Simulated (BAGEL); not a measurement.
# One shape, several levels: doublet AlH2SOF+

Wanted: a comparison of 5 runs (UHF/STO-3G, ROHF/6-31G*, UHF/6-31G*, ROHF/6-311+G**, UHF/6-311+G**) of doublet AlH2SOF+. 

The results are computed with BAGEL 1.2.2.

### 1 Starting point

The species is AlH2SOF+ (6 atoms), meant as a doublet with charge +1. As SMILES of the parent species, `[OH][Al]([F])[SH]`. The shape is that of a PBE0-D4/def2-TZVP optimisation. This is one conformer, not always the lowest. That shape belongs to the parent species and isn't relaxed for this state.

Bond lengths: O1–Al2 1.679 Å, Al2–F3 1.641 Å, Al2–S4 2.167 Å, O1–H5 0.955 Å, S4–H6 1.345 Å. Angles: O1–Al2–F3 118.1°, O1–Al2–S4 123.1°, F3–Al2–S4 118.8°, Al2–O1–H5 125.1°, Al2–S4–H6 92.0°.

### 2 A single-point energy at UHF/STO-3G (density fitting with qzvpp-jkfit) (run 1)

The input, calc.json:

```json
{ "bagel" : [

{
  "title" : "molecule",
  "basis" : "sto-3g",
  "df_basis" : "qzvpp-jkfit",
  "angstrom" : true,
  "geometry" : [
    { "atom" : "O", "xyz" : [       1.399600,      -0.456300,      -1.028900 ] },
    { "atom" : "Al", "xyz" : [       0.238600,      -0.260800,       0.168100 ] },
    { "atom" : "F", "xyz" : [       0.421300,      -1.101000,       1.565700 ] },
    { "atom" : "S", "xyz" : [      -1.478600,       1.043100,      -0.050300 ] },
    { "atom" : "H", "xyz" : [       1.392200,      -0.019300,      -1.877900 ] },
    { "atom" : "H", "xyz" : [      -1.931000,       0.730400,       1.177100 ] }
  ]
},

{
  "title" : "uhf",
  "charge" : 1,
  "nopen" : 1
},

{
  "title" : "print",
  "file" : "orbitals.molden",
  "orbitals" : true
}

]}
```

Run with:

```
$ BAGEL_NUM_THREADS=1 BAGEL calc.json > calc.out
```

What it wrote:

```text
* using 1 threads per process

  ===============================================================
  ===============================================================

  *** Geometry ***

  { "atom" : "O", "xyz" : [      2.644861,     -0.862282,     -1.944339 ] },
  { "atom" : "Al", "xyz" : [      0.450889,     -0.492841,      0.317663 ] },
  { "atom" : "F", "xyz" : [      0.796142,     -2.080588,      2.958744 ] },
  { "atom" : "S", "xyz" : [     -2.794149,      1.971173,     -0.095053 ] },
  { "atom" : "H", "xyz" : [      2.630877,     -0.036472,     -3.548717 ] },
  { "atom" : "H", "xyz" : [     -3.649061,      1.380256,      2.224397 ] },

  Number of auxiliary basis functions:      446

  Since a DF basis is specified, we compute 2- and 3-index integrals:
    o Being stored without compression. Storage requirement is 0.003 GB

  Number of basis functions:       30
  Number of electrons      :       48

    * METHOD: MOLECULE                             0.14

  *** Open-shell HF ***

  === Nuclear Repulsion ===
   200.4958306349

      * DIIS with orbital gradients will be used.

  === UHF iteration (sto-3g) ===
      0       -804.97813315          0.04086450           0.04
      1       -805.11607327          0.01456069           0.03
      2       -805.13004229          0.00501782           0.03
      3       -805.13189724          0.00080735           0.03
      4       -805.13208750          0.00021131           0.03
      5       -805.13211307          0.00007470           0.03
      6       -805.13212309          0.00001138           0.03
      7       -805.13212494          0.00000444           0.03
      8       -805.13212586          0.00000201           0.03
      9       -805.13212621          0.00000084           0.03
     10       -805.13212631          0.00000028           0.03
     11       -805.13212633          0.00000010           0.04
     12       -805.13212633          0.00000004           0.03
     13       -805.13212633          0.00000002           0.03
     14       -805.13212633          0.00000001           0.03
     15       -805.13212633          0.00000001           0.03
    * SCF iteration converged.

    * S^2 (UHF) is 0.7556

    * Permanent dipole moment:
           (    1.674975,    -1.299036,     0.267488) a.u.

    * METHOD: UHF                                  0.63

    * METHOD: PRINT                                0.00

  ===============================================================
```

It took 0.91 s on 1 thread of Arm Neoverse V1, shared host; peak memory 0.082 GiB.

### 3 A single-point energy at ROHF/6-31G(d) (density fitting with qzvpp-jkfit, spherical functions) (run 2)

The input, hf.json:

```json
{ "bagel" : [

{
  "title" : "molecule",
  "basis" : "6-31gs.json",
  "df_basis" : "qzvpp-jkfit",
  "angstrom" : true,
  "geometry" : [
    { "atom" : "O", "xyz" : [       1.399600,      -0.456300,      -1.028900 ] },
    { "atom" : "Al", "xyz" : [       0.238600,      -0.260800,       0.168100 ] },
    { "atom" : "F", "xyz" : [       0.421300,      -1.101000,       1.565700 ] },
    { "atom" : "S", "xyz" : [      -1.478600,       1.043100,      -0.050300 ] },
    { "atom" : "H", "xyz" : [       1.392200,      -0.019300,      -1.877900 ] },
    { "atom" : "H", "xyz" : [      -1.931000,       0.730400,       1.177100 ] }
  ]
},

{ "title" : "rohf", "charge" : 1, "nopen" : 1 },

{ "title" : "print", "file" : "orbitals.molden", "orbitals" : true }

]}
```

The basis set 6-31G* is read from a file made from the Basis Set Exchange's data (not shown).

Run with:

```
$ BAGEL_NUM_THREADS=1 BAGEL hf.json > hf.out
```

What it wrote:

```text
* using 1 threads per process

  ===============================================================
  ===============================================================

  *** Geometry ***

  { "atom" : "O", "xyz" : [      2.644861,     -0.862282,     -1.944339 ] },
  { "atom" : "Al", "xyz" : [      0.450889,     -0.492841,      0.317663 ] },
  { "atom" : "F", "xyz" : [      0.796142,     -2.080588,      2.958744 ] },
  { "atom" : "S", "xyz" : [     -2.794149,      1.971173,     -0.095053 ] },
  { "atom" : "H", "xyz" : [      2.630877,     -0.036472,     -3.548717 ] },
  { "atom" : "H", "xyz" : [     -3.649061,      1.380256,      2.224397 ] },

  Number of auxiliary basis functions:      446

  Since a DF basis is specified, we compute 2- and 3-index integrals:
    o Being stored without compression. Storage requirement is 0.016 GB

  Number of basis functions:       68
  Number of electrons      :       48

    * METHOD: MOLECULE                             0.19

  *** Open-shell HF ***

  === Nuclear Repulsion ===
   200.4958306349

      * DIIS with orbital gradients will be used.

  === ROHF iteration (6-31gs.json) ===
      0       -814.33830287          0.06101106           0.09
      1       -814.53364427          0.04462438           0.09
      2       -814.62297414          0.03050312           0.09
      3       -814.69822952          0.00138744           0.09
      4       -814.69875108          0.00059099           0.09
      5       -814.69882957          0.00017291           0.09
      6       -814.69884011          0.00004835           0.09
      7       -814.69884180          0.00001558           0.09
      8       -814.69884222          0.00000433           0.09
      9       -814.69884230          0.00000170           0.09
     10       -814.69884230          0.00000070           0.09
     11       -814.69884230          0.00000015           0.09
     12       -814.69884229          0.00000005           0.08
     13       -814.69884229          0.00000002           0.09
     14       -814.69884229          0.00000001           0.09
    * SCF iteration converged.

    * S^2 (ROHF) is 0.7500

    * Permanent dipole moment:
           (    2.090356,    -1.763365,     0.612573) a.u.

    * METHOD: ROHF                                 1.46

    * METHOD: PRINT                                0.01

  ===============================================================
```

Run time: 1.8 s. Hardware: 1 thread of Arm Neoverse V1, shared host; peak memory 0.093 GiB.

Runs 3 to 4 aren't shown in full; the table further down has their settings and results.

### 4 The energy at UHF/6-311+G(d,p) (density fitting with qzvpp-jkfit) (run 5)

hf.json, as its differences from that of step 3:

```diff
@@ -4,5 +4,5 @@
   "title" : "molecule",
-  "basis" : "6-31gs.json",
+  "basis" : "6-311+gss.json",
   "df_basis" : "qzvpp-jkfit",
-  "angstrom" : true,
+  "angstrom" : "true",
   "geometry" : [
@@ -17,5 +17,5 @@
 
-{ "title" : "rohf", "charge" : 1, "nopen" : 1 },
+{ "title" : "uhf", "charge" : 1, "nopen" : 1 },
 
-{ "title" : "print", "file" : "orbitals.molden", "orbitals" : true }
+{ "title" : "print", "file" : "orbitals.molden", "orbitals" : "true" }
```

The basis set 6-311+G** is read from a file made from the Basis Set Exchange's data (not shown).

Run with:

```
$ BAGEL_NUM_THREADS=1 BAGEL hf.json > hf.out
```

What it wrote:

```text
* using 1 threads per process

  ===============================================================
  ===============================================================

  *** Geometry ***

  { "atom" : "O", "xyz" : [      2.644861,     -0.862282,     -1.944339 ] },
  { "atom" : "Al", "xyz" : [      0.450889,     -0.492841,      0.317663 ] },
  { "atom" : "F", "xyz" : [      0.796142,     -2.080588,      2.958744 ] },
  { "atom" : "S", "xyz" : [     -2.794149,      1.971173,     -0.095053 ] },
  { "atom" : "H", "xyz" : [      2.630877,     -0.036472,     -3.548717 ] },
  { "atom" : "H", "xyz" : [     -3.649061,      1.380256,      2.224397 ] },

  Number of auxiliary basis functions:      446

  Since a DF basis is specified, we compute 2- and 3-index integrals:
    o Being stored without compression. Storage requirement is 0.048 GB

  Number of basis functions:      116
  Number of electrons      :       48

    * METHOD: MOLECULE                             0.23

  *** Open-shell HF ***

  === Nuclear Repulsion ===
   200.4958306349

      * DIIS with orbital gradients will be used.

  === UHF iteration (6-311+gss.json) ===
      0       -814.31814140          0.06898086           0.18
      1       -814.50363707          0.05995940           0.18
      2       -814.65214189          0.04367226           0.18
      3       -814.81130026          0.00195391           0.18
      4       -814.81271979          0.00081215           0.18
      5       -814.81294719          0.00034303           0.17
      6       -814.81300144          0.00009741           0.17
      7       -814.81301605          0.00003422           0.18
      8       -814.81302010          0.00001363           0.18
      9       -814.81302139          0.00000627           0.18
     10       -814.81302178          0.00000250           0.18
     11       -814.81302205          0.00000105           0.18
     12       -814.81302215          0.00000068           0.17
     13       -814.81302219          0.00000044           0.17
     14       -814.81302222          0.00000019           0.17
     15       -814.81302223          0.00000008           0.17
     16       -814.81302223          0.00000004           0.18
     17       -814.81302223          0.00000002           0.18
     18       -814.81302223          0.00000001           0.17
    * SCF iteration converged.

    * S^2 (UHF) is 0.7597

    * Permanent dipole moment:
           (    2.163324,    -1.838368,     0.660208) a.u.

    * METHOD: UHF                                  3.56

    * METHOD: PRINT                                0.03

  ===============================================================
```

It took 4.2 s on 1 thread of Arm Neoverse V1, shared host; peak memory 0.15 GiB.

### 5 The series

| run | level | energy (Eh) | ⟨S²⟩ | wall time |
| --- | --- | --- | --- | --- |
| 1 | UHF/STO-3G (density fitting with qzvpp-jkfit) | -805.132126 | 0.756 | 0.91 s |
| 2 | ROHF/6-31G* (density fitting with qzvpp-jkfit, spherical functions) | -814.698842 | 0.750 | 1.8 s |
| 3 | UHF/6-31G* (density fitting with qzvpp-jkfit, spherical functions) | -814.703209 | 0.759 | 2 s |
| 4 | ROHF/6-311+G** (density fitting with qzvpp-jkfit) | -814.808547 | 0.750 | 3.6 s |
| 5 | UHF/6-311+G** (density fitting with qzvpp-jkfit) | -814.813022 | 0.760 | 4.2 s |

### 6 Summary of results

```
           quantity          value
run 5: total energy  -814.81302 Eh
        run 5: ⟨S²⟩          0.760
```

What this shows: In run 1 the basis is minimal, so the values are rough. All runs together took 13 s, the longest 4.2 s.
